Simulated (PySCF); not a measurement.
# C6H11B: the cost of one run

Programs: PySCF 2.14.0, with routines of our own; each step states its level. All values are computed. Atoms count from 0.

## 1. The system as given

18 atoms, charge 0, multiplicity 1; geometry from: GFN2-xTB.

## 2. Excited states: TDA wB97X-D/def2-SVPD

What the job is given:

```
{"job": {"kind": "states", "xc": "wB97X-D", "basis": "def2-SVPD", "tda": true, "soc": true, "nstates": 6, "ntriplets": 4, "nquad": 4}, "charge": 0, "multiplicity": 1}
B     -0.713148     1.229147     0.627967
C     -1.199514     0.300209    -0.545911
C     -2.643042    -0.179546    -0.589830
C     -0.272325    -0.695678     0.081945
C      1.060235    -0.792010    -0.100627
C      1.857577     0.004077    -0.997266
C      3.177526    -0.131437    -1.111024
H     -1.229751     1.169962     1.676748
H      0.166075     1.979422     0.452571
H     -0.872646     0.579395    -1.546481
H     -2.986924    -0.462814     0.402135
H     -3.286872     0.616854    -0.957189
H     -2.750162    -1.038053    -1.252600
H     -0.740795    -1.380794     0.777230
H      1.604698    -1.553204     0.447355
H      1.340640     0.740182    -1.595508
H      3.723516    -0.848126    -0.519002
H      3.756155     0.468732    -1.791688
```

With the program's defaults for keys left out, this is: TDA wB97X-D/def2-SVPD excited states, vertical, gas phase, spin-orbit mean-field couplings.

On the command line:

```console
$ OMP_NUM_THREADS=1 python excited_run.py task.json out
```

One launch serves the whole session: the jobs run in the order shown.

**Question.** How long does this first job take on 1 thread of Arm Neoverse V1, shared host, and how much memory does it need?

About 49 s, with a peak of 0.89 GiB.
